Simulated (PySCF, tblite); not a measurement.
# C₄H₄BBrF₂: geometry, infrared bands and NMR shifts

Wanted: the infrared bands and NMR shifts of C₄H₄BBrF₂ (`FB(F)/C=C1\C[C@@H]1Br`), by calculation.

Computed with tblite 0.8.0 and PySCF 2.14.0, with density-fitted response routines of our own, on a single molecule in the gas phase. Atoms are numbered from 0 throughout.

### 1 The molecule as given

12 atoms, charge 0, multiplicity 1; geometry from: force field or distance geometry start.

Bonds of the start (Å): F0–B1 1.47, B1–F2 1.48, B1–C3 1.57, C3–C4 1.34, C4–C5 1.48, C5–C6 1.51, C6–Br7 1.90, C6–C4 1.49, C3–H8 1.09, C5–H9 1.10, C5–H10 1.11, C6–H11 1.11.

### 2 Relaxing the molecule with GFN2-xTB

The job: settings as JSON, then the geometry in Å.

```
{"job": {"kind": "relax", "xc": "GFN2-xTB", "basis": "xTB"}, "charge": 0, "multiplicity": 1}
F      1.960600    -1.706200    -0.160100
B      2.272200    -0.277600    -0.262600
F      3.389000     0.141300     0.616400
C      1.069400     0.725900    -0.267100
C     -0.157500     0.231700    -0.023500
C     -1.148500    -0.836800     0.255100
C     -1.593300     0.599200     0.087400
Br    -2.417300     1.086000    -1.558700
H      1.231300     1.791200    -0.444000
H     -1.486700    -1.503600    -0.548500
H     -1.152600    -1.317100     1.255900
H     -1.965500     1.065200     1.023900
```

Run with:

```bash
OMP_NUM_THREADS=1 python probes_run.py task.json out
```

This one command runs all jobs of the session in turn.

What it wrote:

```text
step      E/eV     max force
  0    -690.42998    4.310
  1    -691.06008    2.768
  2    -691.27525    4.408
  3    -691.49008    0.991
  4    -691.53509    0.570
  5    -691.57466    0.930
  6    -691.58844    0.448
  7    -691.60620    0.628
  8    -691.63319    0.710
  9    -691.64328    0.350
 10    -691.65264    0.242
 11    -691.65864    0.304
 12    -691.66349    0.229
 13    -691.66711    0.195
 14    -691.67113    0.188
 15    -691.67567    0.292
 16    -691.67981    0.250
 17    -691.68266    0.170
 18    -691.68461    0.108
 19    -691.68624    0.154
 20    -691.68788    0.163
 21    -691.68933    0.125
 22    -691.69052    0.102
 23    -691.69179    0.121
 24    -691.69357    0.148
 25    -691.69600    0.180
 26    -691.69882    0.192
 27    -691.70162    0.143
 28    -691.70422    0.190
 29    -691.70650    0.158
 30    -691.70839    0.109
 31    -691.70983    0.099
 32    -691.71096    0.096
 33    -691.71192    0.098
 34    -691.71267    0.083
 35    -691.71331    0.120
 36    -691.71406    0.087
 37    -691.71518    0.075
 38    -691.71603    0.085
 39    -691.71755    0.104
 40    -691.71857    0.093
 41    -691.71942    0.088
 42    -691.72014    0.081
 43    -691.72069    0.081
 44    -691.72109    0.079
 45    -691.72137    0.055
 46    -691.72160    0.041
 47    -691.72184    0.055
 48    -691.72207    0.069
 49    -691.72227    0.060
 50    -691.72243    0.036
 51    -691.72256    0.036
 52    -691.72267    0.029
 53    -691.72275    0.025
 54    -691.72279    0.017
 55    -691.72283    0.023
 56    -691.72288    0.024
 57    -691.72294    0.029
 58    -691.72299    0.026
 59    -691.72303    0.019
 60    -691.72306    0.019
 61    -691.72311    0.024
 62    -691.72316    0.023
 63    -691.72322    0.021
 64    -691.72327    0.026
 65    -691.72334    0.026
 66    -691.72344    0.038
 67    -691.72354    0.033
 68    -691.72360    0.020
 69    -691.72362    0.010
```

Wall time 0.43 s (1 thread of Arm Neoverse V1, shared host).

Relaxation path: (not every step is listed)

| step | energy from step 0 (eV) | largest force (eV/Å) |
| --- | --- | --- |
| 0 | 0.0000 | 4.3103 |
| 1 | -0.6301 | 2.7676 |
| 2 | -0.8453 | 4.4078 |
| 3 | -1.0601 | 0.9914 |
| 4 | -1.1051 | 0.5703 |
| 5 | -1.1447 | 0.9300 |
| 6 | -1.1585 | 0.4482 |
| 7 | -1.1762 | 0.6283 |
| 8 | -1.2032 | 0.7102 |
| 13 | -1.2371 | 0.1947 |
| 18 | -1.2546 | 0.1078 |
| 23 | -1.2618 | 0.1214 |
| 28 | -1.2742 | 0.1899 |
| 33 | -1.2819 | 0.0983 |
| 38 | -1.2861 | 0.0852 |
| 43 | -1.2907 | 0.0809 |
| 48 | -1.2921 | 0.0693 |
| 53 | -1.2928 | 0.0252 |
| 58 | -1.2930 | 0.0259 |
| 63 | -1.2932 | 0.0207 |
| 64 | -1.2933 | 0.0256 |
| 65 | -1.2934 | 0.0260 |
| 66 | -1.2935 | 0.0383 |
| 67 | -1.2936 | 0.0328 |
| 68 | -1.2936 | 0.0199 |
| 69 | -1.2936 | 0.0099 |

Close pairs (by a distance rule), those that changed most:

| bond | before (Å) | after (Å) | change (Å) |
| --- | --- | --- | --- |
| B1–F2 | 1.482 | 1.317 | -0.164 |
| F0–B1 | 1.466 | 1.320 | -0.146 |
| C6–Br7 | 1.904 | 1.937 | +0.033 |
| C6–H11 | 1.110 | 1.081 | -0.030 |
| C5–H10 | 1.110 | 1.081 | -0.029 |
| C4–C6 | 1.486 | 1.459 | -0.027 |
| C3–C4 | 1.345 | 1.323 | -0.022 |
| C4–C5 | 1.484 | 1.462 | -0.022 |

The next job starts from the end point, and lists it.

### 3 Vibrational analysis with GFN2-xTB

The job: settings as JSON, then the geometry in Å.

```
{"job": {"kind": "ir", "xc": "GFN2-xTB", "basis": "xTB"}, "charge": 0, "multiplicity": 1}
F      2.119487    -1.617709     0.175162
B      2.249211    -0.318010    -0.012688
F      3.494217     0.089821    -0.151645
C      1.044670     0.653573    -0.061520
C     -0.209792     0.256083     0.072954
C     -1.172192    -0.835543     0.214810
C     -1.627618     0.601280     0.075132
Br    -2.452576     1.166352    -1.583687
H      1.232335     1.709809    -0.214866
H     -1.303586    -1.505081    -0.624419
H     -1.295753    -1.319456     1.173727
H     -2.077205     1.118196     0.911013
```

What it wrote:

```text
mode    cm-1     km/mol
  1      48.9      1.52
  2      59.6      3.48
  3      87.4      1.04
  4     149.6      1.67
  5     262.6      2.01
  6     290.5      1.59
  7     346.6     10.53
  8     419.6     13.09
  9     498.5     51.51
 10     536.5     24.75
 11     568.2     21.87
 12     772.1      0.76
 13     800.7     34.27
 14     862.4      4.14
 15     909.3      5.50
 16     969.8      2.02
 17    1011.6     11.71
 18    1048.7      0.67
 19    1056.7      2.66
 20    1145.4     26.43
 21    1190.5     35.72
 22    1225.6    194.51
 23    1276.7    344.47
 24    1325.1    457.70
 25    1407.0     38.11
 26    1830.2    144.76
 27    3044.4     10.48
 28    3051.8      2.69
 29    3070.4      1.75
 30    3076.2      4.66
```

Run time: 0.36 s. Hardware: 1 thread of Arm Neoverse V1, shared host.

The strongest bands and the atoms that carry them (share of the mass-weighted mode):

```csv
cm⁻¹,km/mol,atoms
498,51.5,"B1 37 %, C6 22 %"
801,34.3,"H8 33 %, H10 14 %, H11 13 %, C3 13 %"
1190,35.7,"H11 37 %, C6 25 %, H8 21 %"
1226,194.5,"B1 35 %, H8 23 %, F2 13 %"
1277,344.5,"B1 71 %, F0 20 %"
1325,457.7,"B1 36 %, H8 21 %, C3 21 %"
1407,38.1,"H9 41 %, H10 39 %, C5 15 %"
1830,144.8,"C4 65 %, C3 27 %"
```

### 4 Nuclear shieldings: PBE0/pcSseg-1

The job, as its differences from that of step 3:

```diff
@@ -1,2 +1,2 @@
-{"job": {"kind": "ir", "xc": "GFN2-xTB", "basis": "xTB"}, "charge": 0, "multiplicity": 1}
+{"job": {"kind": "nmr", "xc": "PBE0", "basis": "pcSseg-1"}, "charge": 0, "multiplicity": 1}
 F      2.119487    -1.617709     0.175162
```

Level: GIAO PBE0/pcSseg-1 NMR shielding, non-relativistic, gas phase.

What it wrote:

```text
coarse grid: 53720 points
cycle   1  E = -2952.4972557054  dE = -1.182e-02  |g| = 9.208e-01  |ddm| = 3.377e+00
cycle   2  E = -2952.4571156133  dE =  4.014e-02  |g| = 9.202e-01  |ddm| = 1.024e+00
cycle   3  E = -2952.5696210437  dE = -1.125e-01  |g| = 1.915e-01  |ddm| = 6.733e-01
cycle   4  E = -2952.5745716894  dE = -4.951e-03  |g| = 5.250e-02  |ddm| = 1.513e-01
cycle   5  E = -2952.5750319763  dE = -4.603e-04  |g| = 1.849e-02  |ddm| = 6.116e-02
cycle   6  E = -2952.5751172751  dE = -8.530e-05  |g| = 4.376e-03  |ddm| = 1.850e-02
cycle   7  E = -2952.5751216951  dE = -4.420e-06  |g| = 9.056e-04  |ddm| = 5.033e-03
final grid: 113816 points
cycle   8  E = -2952.5750905237  dE =  1.120e-07  |g| = 1.219e-03  |ddm| = 2.961e-03
cycle   9  E = -2952.5750902163  dE =  3.075e-07  |g| = 1.697e-03  |ddm| = 3.178e-03
cycle  10  E = -2952.5750909141  dE = -6.978e-07  |g| = 1.567e-04  |ddm| = 1.694e-03
cycle  11  E = -2952.5750909196  dE = -5.521e-09  |g| = 3.504e-05  |ddm| = 1.670e-04
cycle  12  E = -2952.5750909199  dE = -2.442e-10  |g| = 9.878e-06  |ddm| = 3.666e-05
converged SCF energy = -2952.5750909199

GIAO shielding tensors (ppm)
atom      isotropic    diamagn.    paramagn.     s11        s22        s33       span
  0 F      259.496     470.905    -211.410     99.420    302.159    376.907    277.487
  1 B       77.415     193.608    -116.193     65.610     80.413     86.223     20.613
  2 F      250.071     465.376    -215.305     91.202    297.821    361.190    269.988
  3 C       69.900     256.512    -186.612    -27.317     60.096    176.920    204.237
  4 C       17.539     257.903    -240.364    -89.304    -47.256    189.179    278.483
  5 C      166.882     250.587     -83.705    132.348    157.935    210.364     78.017
  6 C      156.853     251.260     -94.407    115.283    139.292    215.983    100.700
  7 Br    2085.178    3121.430   -1036.251   1515.308   1692.168   3048.059   1532.751
  8 H       25.121      30.314      -5.193     22.581     23.384     29.398      6.817
  9 H       30.054      29.455       0.600     24.983     28.606     36.574     11.590
 10 H       29.687      29.679       0.008     24.574     25.969     38.518     13.943
 11 H       28.209      29.640      -1.431     20.704     26.171     37.752     17.048
```

It took 28 s on 1 thread of Arm Neoverse V1, shared host; peak memory 0.76 GiB.

The references, computed at this level on geometries of the same kind, shield at (ppm): ¹H TMS 31.72, ¹³C TMS 186.9, ¹⁹F CFCl3 170.9, ¹¹B BF3·OEt2 100.1, ⁷⁹Br HBr 2622. Their shielding less the atom's gives the shift. The references are single molecules in the gas phase, so shifts against H2O, NH3, PH3, H3PO4 or CFCl3 are not on the usual liquid scales and can be off by tens of ppm. Atoms listed in one row are averaged.

```csv
atoms,environment,σ (ppm),δ (ppm),δ scaled to CDCl3
C4,fully substituted alkene carbon,17.5,169.4,163.4
C3,alkene CH,69.9,117.0,112.3
C6,three-membered-ring carbon bearing a halogen,156.9,30.1,12.6
C5,three-membered-ring carbon,166.9,20.0,17.6
H8,hydrogen on an alkene CH,25.12,6.60,6.32
H11,hydrogen on a three-membered-ring carbon bearing a halogen,28.21,3.51,3.41
H10,hydrogen on a three-membered-ring carbon,29.69,2.03,2.02
H9,hydrogen on a three-membered-ring carbon,30.05,1.66,1.67
"F0, F2",fluorine bonded to B,254.8,-83.8,–
B1,"boron bonded to C, 2 F",77.4,22.7,–
Br7,bromine bonded to C,2085,537,–
```

The scaled column applies a straight-line fit of computed shieldings to shifts measured in CDCl3, with any fitted terms for Cl, Br or S neighbours, and one for carbons that bear F (root-mean-square error 0.16 ppm for H, 1.9 ppm for C).

Charges from the same density, by scheme (e):

```
 atoms  Mulliken    IAO  Hirshfeld  ESP fit
F0, F2     -0.29  -0.32      -0.14    -0.33
    B1      0.77   0.72       0.30     0.89
    C3     -0.32  -0.35      -0.13    -0.70
    C4     -0.07   0.07       0.02     0.35
    C5     -0.10  -0.30      -0.08    -0.22
    C6     -0.23  -0.19      -0.03    -0.38
   Br7     -0.10  -0.03      -0.04    -0.05
```

Mayer bond orders: F0–B1 1.12, B1–F2 1.11, B1–C3 0.98, C3–C4 1.86, C4–C5 0.94, C5–C6 0.91, C6–Br7 1.02, C6–C4 0.89.

Ring of atoms C4, C5, C6: NICS(0) -27.2, NICS(1) -7.7, NICS(1)zz -17.2 ppm (means of both faces).

The two faces differ (NICS(1)zz -20.1 and -14.4 ppm).

In rings of three or four atoms NICS is ruled by the nearby σ bonds, so it says little on aromaticity.

### 5 Results

| quantity | value |
| --- | --- |
| strongest single infrared mode (GFN2-xTB) | 1325 cm⁻¹, 458 km/mol |
| zero-point energy (GFN2-xTB) | 46.2 kcal/mol |
| ¹³C shifts against TMS (PBE0/pcSseg-1) | 169.4, 117.0, 30.1, 20.0 ppm |
| ¹H shifts against TMS (PBE0/pcSseg-1) | 6.60, 3.51, 2.03, 1.66 ppm |
| ¹⁹F shifts against CFCl3 (PBE0/pcSseg-1, means over atoms taken as alike) | -83.8 ppm |
| ¹¹B shifts against BF3·OEt2 (PBE0/pcSseg-1) | 22.7 ppm |
| ⁷⁹Br shifts against HBr (PBE0/pcSseg-1) | 537 ppm |

**Reading.** The optimisation took 69 steps and gained 1.294 eV; among the close pairs (by a distance rule), B1–F2 changed most, from 1.482 to 1.317 Å. No mode is imaginary among the 30: a minimum at this level. The strongest single mode, at 1325 cm⁻¹, has its largest shares on B1, H8 and C3 (the list is cut at 3 atoms). Unscaled tight-binding wavenumbers are off by several per cent, some by more. Its intensities can rank the bands wrongly. C6 stands next to heavy halogen, whose spin-orbit shielding this run leaves out, so the computed shift lies too far downfield, most of all for carbon beside Br or I. H8 (hydrogen on an alkene CH) lies farthest downfield among hydrogen, at 6.60 ppm; a vinylic proton, deshielded by the sp2 carbon and the C=C anisotropy. At PBE0/pcSseg-1: Shielding is most anisotropic at Br7 (span 1533 ppm, paramagnetic term -1036 ppm). Spin-orbit coupling is left out, which matters for shieldings and couplings at and beside the heavy atoms.
